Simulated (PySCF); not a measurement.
# A diatomic session: InGe−, part 2 of 2

PySCF 2.14.0; In aug-cc-pVDZ-PP with ECP28, Ge aug-cc-pVDZ-PP with ECP10; scalar-relativistic core potentials. The steps go on from the part before.

**11. UHF (mean field)**

The SCF at the reference distance, 2.685 Å, printed:

```text
******** <class 'pyscf.scf.uhf_symm.SymAdaptedUHF'> ********
method = SymAdaptedUHF
initial guess = minao
damping factor = 0
level_shift factor = 0
DIIS = <class 'pyscf.scf.diis.CDIIS'>
diis_start_cycle = 1
diis_space = 10
diis_damp = 0
SCF conv_tol = 1e-09
SCF conv_tol_grad = None
SCF max_cycles = 60
direct_scf = False
max_memory 909 MB (current use 421 MB)
number electrons alpha = 23  beta = 21
Overwritten attributes  get_k get_jk get_hcore get_occ get_j  of <class 'pyscf.scf.uhf_symm.SymAdaptedUHF'>
<class 'pyscf.scf.uhf_symm.SymAdaptedUHF'> does not have attributes  refdm
Set gradient conv threshold to 3.16228e-05
init E= -482.591226251057
cycle= 1 E= -482.606132445158  delta_E= -0.0149  |g|= 0.0299  |ddm|= 0.488
cycle= 2 E= -482.607478833175  delta_E= -0.00135  |g|= 0.0105  |ddm|= 0.132
cycle= 3 E= -482.607780841189  delta_E= -0.000302  |g|= 0.00515  |ddm|= 0.0642
cycle= 4 E= -482.607864104146  delta_E= -8.33e-05  |g|= 0.00222  |ddm|= 0.0407
cycle= 5 E= -482.607895797182  delta_E= -3.17e-05  |g|= 0.00128  |ddm|= 0.0295
cycle= 6 E= -482.60790829054  delta_E= -1.25e-05  |g|= 0.000573  |ddm|= 0.0188
cycle= 7 E= -482.607911466873  delta_E= -3.18e-06  |g|= 0.000198  |ddm|= 0.00971
cycle= 8 E= -482.607911771083  delta_E= -3.04e-07  |g|= 0.000132  |ddm|= 0.00274
cycle= 9 E= -482.607911944506  delta_E= -1.73e-07  |g|= 8.84e-05  |ddm|= 0.00238
cycle= 10 E= -482.607912055746  delta_E= -1.11e-07  |g|= 3.62e-05  |ddm|= 0.00263
cycle= 11 E= -482.607912071201  delta_E= -1.55e-08  |g|= 1.07e-05  |ddm|= 0.001
cycle= 12 E= -482.607912072154  delta_E= -9.53e-10  |g|= 4.86e-06  |ddm|= 0.000184
Extra cycle  E= -482.607912072252  delta_E= -9.8e-11  |g|= 3.36e-06  |ddm|= 3.96e-05
converged SCF energy = -482.607912072252  <S^2> = 2.0199061  2S+1 = 3.0132415
```

Re = 2.678 Å, ωe = 194.7 cm⁻¹, ωexe = 0.885 cm⁻¹, αe = 0.000211 cm⁻¹, Be = 0.05227 cm⁻¹, De = 0.80 eV, μ = -2.25 D.

**12. Adding correlation**

Reference: UHF; core orbitals frozen: 8; virtual orbitals above 20 hartree dropped in coupled cluster: 2. MP2 keeps all virtuals, so it differs from the MP2 energy in the coupled-cluster log.

Output of the coupled-cluster run at 2.685 Å:

```text
******** <class 'pyscf.cc.uccsd.UCCSD'> ********
CC2 = 0
CCSD nocc = (np.int64(15), np.int64(13)), nmo = (54, 54)
frozen orbitals [[0, 1, 2, 3, 4, 5, 6, 7, 62, 63], [0, 1, 2, 3, 4, 5, 6, 7, 62, 63]]
max_cycle = 80
direct = 0
conv_tol = 1e-07
conv_tol_normt = 1e-05
diis_space = 8
diis_start_cycle = 0
diis_start_energy_diff = 1e+09
max_memory 909 MB (current use 491 MB)
Init t2, MP2 energy = -0.15493603473496
Init E_corr(UCCSD) = -0.1549360347644
cycle = 1  E_corr(UCCSD) = -0.170042222760305  dE = -0.015106188  norm(t1,t2) = 0.0889587
cycle = 2  E_corr(UCCSD) = -0.176677966619593  dE = -0.00663574386  norm(t1,t2) = 0.0350968
cycle = 3  E_corr(UCCSD) = -0.179255703166804  dE = -0.00257773655  norm(t1,t2) = 0.0201328
cycle = 4  E_corr(UCCSD) = -0.180184381915729  dE = -0.000928678749  norm(t1,t2) = 0.00886978
cycle = 5  E_corr(UCCSD) = -0.180031177586091  dE = 0.00015320433  norm(t1,t2) = 0.00484747
cycle = 6  E_corr(UCCSD) = -0.179973123851712  dE = 5.80537344e-05  norm(t1,t2) = 0.00216022
cycle = 7  E_corr(UCCSD) = -0.180018659713146  dE = -4.55358614e-05  norm(t1,t2) = 0.000887589
cycle = 8  E_corr(UCCSD) = -0.180023743278501  dE = -5.08356535e-06  norm(t1,t2) = 0.00031221
cycle = 9  E_corr(UCCSD) = -0.180019537328171  dE = 4.20595033e-06  norm(t1,t2) = 0.000147414
cycle = 10  E_corr(UCCSD) = -0.180020287371695  dE = -7.50043524e-07  norm(t1,t2) = 6.23257e-05
cycle = 11  E_corr(UCCSD) = -0.180020601596251  dE = -3.14224556e-07  norm(t1,t2) = 3.16906e-05
cycle = 12  E_corr(UCCSD) = -0.180020441080302  dE = 1.60515949e-07  norm(t1,t2) = 1.06767e-05
cycle = 13  E_corr(UCCSD) = -0.180020549024058  dE = -1.07943756e-07  norm(t1,t2) = 4.87216e-06
cycle = 14  E_corr(UCCSD) = -0.180020547487441  dE = 1.53661742e-09  norm(t1,t2) = 2.16713e-06
UCCSD converged
E(UCCSD) = -482.787932619739  E_corr = -0.180020547487441
UCCSD(T) correction = -0.00953320282180082
```

Correlation energy (eV) along the bond:

| R (Å) | MP2 | SCS-MP2 | CCSD | CCSD(T) | T1 |
| --- | --- | --- | --- | --- | --- |
| 2.309 | -4.236 | -3.991 | n/a | n/a | n/a |
| 2.417 | -4.227 | -3.988 | -4.875 | -5.120 | 0.013 |
| 2.524 | -4.222 | -3.990 | -4.882 | -5.133 | 0.014 |
| 2.604 | -4.220 | -3.994 | -4.890 | -5.145 | 0.015 |
| 2.685 | -4.217 | -3.997 | -4.899 | -5.158 | 0.016 |
| 2.766 | -4.213 | -3.999 | -4.907 | -5.171 | 0.018 |
| 2.873 | -4.198 | -3.994 | -4.917 | -5.186 | 0.022 |
| 3.007 | -4.129 | -3.935 | -4.914 | -5.187 | 0.032 |
| 3.168 | -3.972 | -3.786 | -4.862 | -5.138 | 0.044 |
| 3.383 | -3.800 | -3.623 | n/a | n/a | n/a |

UHF-MP2: Re = 2.674 Å, ωe = 196.9 cm⁻¹, Be = 0.05242 cm⁻¹, De = 1.72 eV.

UHF-SCS-MP2: Re = 2.686 Å, ωe = 192.1 cm⁻¹, Be = 0.05196 cm⁻¹, De = 1.64 eV.

UHF-CCSD: Re = 2.696 Å, ωe = 187.2 cm⁻¹, ωexe = 0.540 cm⁻¹, αe = 0.000198 cm⁻¹, Be = 0.05157 cm⁻¹, De = 1.60 eV.

UHF-CCSD(T): Re = 2.706 Å, ωe = 184.1 cm⁻¹, ωexe = 0.450 cm⁻¹, αe = 0.000186 cm⁻¹, Be = 0.05118 cm⁻¹, De = 1.73 eV.

**13. All curves**

Energy (eV) from each level's lowest point:

| R (Å) | UHF | UHF-MP2 | UHF-SCS-MP2 | UHF-CCSD | UHF-CCSD(T) | PBE | r²SCAN | TPSSh | r²SCANh | PBE0 | MN15 | CAM-B3LYP |
| --- | --- | --- | --- | --- | --- | --- | --- | --- | --- | --- | --- | --- |
| 2.309 | 0.686 | 0.668 | 0.692 | n/a | n/a | 0.722 | 0.619 | 0.650 | 0.600 | 0.638 | 0.611 | 0.576 |
| 2.417 | 0.298 | 0.289 | 0.307 | 0.322 | 0.336 | 0.340 | 0.266 | 0.288 | 0.252 | 0.277 | 0.258 | 0.234 |
| 2.524 | 0.090 | 0.085 | 0.097 | 0.106 | 0.115 | 0.122 | 0.078 | 0.091 | 0.070 | 0.083 | 0.073 | 0.058 |
| 2.604 | 0.018 | 0.016 | 0.022 | 0.027 | 0.031 | 0.036 | 0.015 | 0.021 | 0.010 | 0.017 | 0.012 | 0.004 |
| 2.685 | 0.000 | 0.000 | 0.000 | 0.000 | 0.000 | 0.000 | 0.000 | 0.000 | 0.000 | 0.000 | 0.000 | 0.000 |
| 2.766 | 0.021 | 0.025 | 0.019 | 0.013 | 0.008 | 0.001 | 0.022 | 0.016 | 0.027 | 0.021 | 0.025 | 0.033 |
| 2.873 | 0.091 | 0.110 | 0.095 | 0.073 | 0.063 | 0.047 | 0.093 | 0.080 | 0.104 | 0.092 | 0.101 | 0.119 |
| 3.007 | 0.210 | 0.299 | 0.273 | 0.195 | 0.181 | 0.151 | 0.227 | 0.205 | 0.245 | 0.227 | 0.238 | 0.271 |
| 3.168 | 0.342 | 0.588 | 0.554 | 0.379 | 0.363 | 0.316 | 0.423 | 0.393 | 0.450 | 0.427 | 0.437 | 0.487 |
| 3.383 | 0.476 | 0.893 | 0.850 | n/a | n/a | 0.566 | 0.705 | 0.666 | 0.739 | 0.712 | 0.717 | 0.785 |

The whole job (state search and all levels along the bond) took 15 min on 1 thread of Arm Neoverse N1 (shared host), peak memory 0.92 GiB.

**14. What came out**

The summary covers parts 1 to 2.

Lowest PBE0 solution found, without spin–orbit coupling: ³Σ⁻ (triplet), unpaired electrons π ↑↑. State 2 has its PBE0 minimum 0.09 eV higher. The other levels ran on the lowest alone.

| level | Re (Å) | ωe (cm⁻¹) | De (eV) | μ (D) |
| --- | --- | --- | --- | --- |
| UHF | 2.678 | 194.7 | 0.80 | -2.25 |
| UHF-MP2 | 2.674 | 196.9 | 1.72 | n/a |
| UHF-SCS-MP2 | 2.686 | 192.1 | 1.64 | n/a |
| UHF-CCSD | 2.696 | 187.2 | 1.60 | n/a |
| UHF-CCSD(T) | 2.706 | 184.1 | 1.73 | n/a |
| PBE | 2.721 | 175.9 | 2.05 | -1.53 |
| r²SCAN | 2.673 | 188.7 | 1.97 | -1.51 |
| TPSSh | 2.687 | 185.2 | 1.97 | -1.60 |
| r²SCANh | 2.664 | 192.2 | 1.94 | -1.60 |
| PBE0 | 2.677 | 190.1 | 1.93 | -1.70 |
| MN15 | 2.667 | 191.3 | 2.05 | -1.57 |
| CAM-B3LYP | 2.652 | 197.0 | 1.85 | -1.95 |

De is counted to In + Ge− in their ground configurations. A positive dipole points from In to Ge; in an ion it is taken about the centre of mass and does not tell which atom is negative.

Differences from CCSD(T) in the same basis:

| level | Re (mÅ) | ωe (%) |
| --- | --- | --- |
| UHF | -28 | +5.8 |
| UHF-MP2 | -32 | +6.9 |
| UHF-SCS-MP2 | -20 | +4.3 |
| UHF-CCSD | -10 | +1.7 |
| PBE | +15 | -4.4 |
| r²SCAN | -33 | +2.5 |
| TPSSh | -19 | +0.6 |
| r²SCANh | -42 | +4.4 |
| PBE0 | -29 | +3.2 |
| MN15 | -39 | +3.9 |
| CAM-B3LYP | -54 | +7.0 |

Time per point (s) on 1 thread of Arm Neoverse N1, shared host (CPU time, shared integrals of 0.92 s apart; correlated levels include their reference; CCSD comes with the CCSD(T) run); the times are rough: UHF 0.48, UHF-MP2 0.97, UHF-SCS-MP2 0.97, PBE 1.6, r²SCAN 2.3, TPSSh 2.4, r²SCANh 2.5, PBE0 2.6, MN15 2.6, CAM-B3LYP 3.3; the reference 70.

**Reading.** Against CCSD(T) in the same basis, the bond length is nearest at UHF-CCSD (-10 mÅ) and farthest at CAM-B3LYP (-54 mÅ); the wavenumber is nearest at TPSSh (+0.6 %) and farthest at CAM-B3LYP (+7.0 %). Hartree–Fock falls on the short and stiff side, its usual fault. PBE has the long and soft bond that GGAs tend to give. CCSD(T) in a basis this small is itself some way from its limit, more so than the functionals. Of the levels with a De here, UHF gives the least (0.80 eV) and MN15 the most (2.05 eV).

Correlated steps freeze 8 core orbitals. These are scalar-relativistic numbers at best; spin–orbit coupling would shift them, the dissociation energy most. With some functionals the highest level of the anion is positive, from self-interaction error or because the anion is truly unbound there; the finite basis then holds the extra electron, and no neutral molecule was run to test the binding.
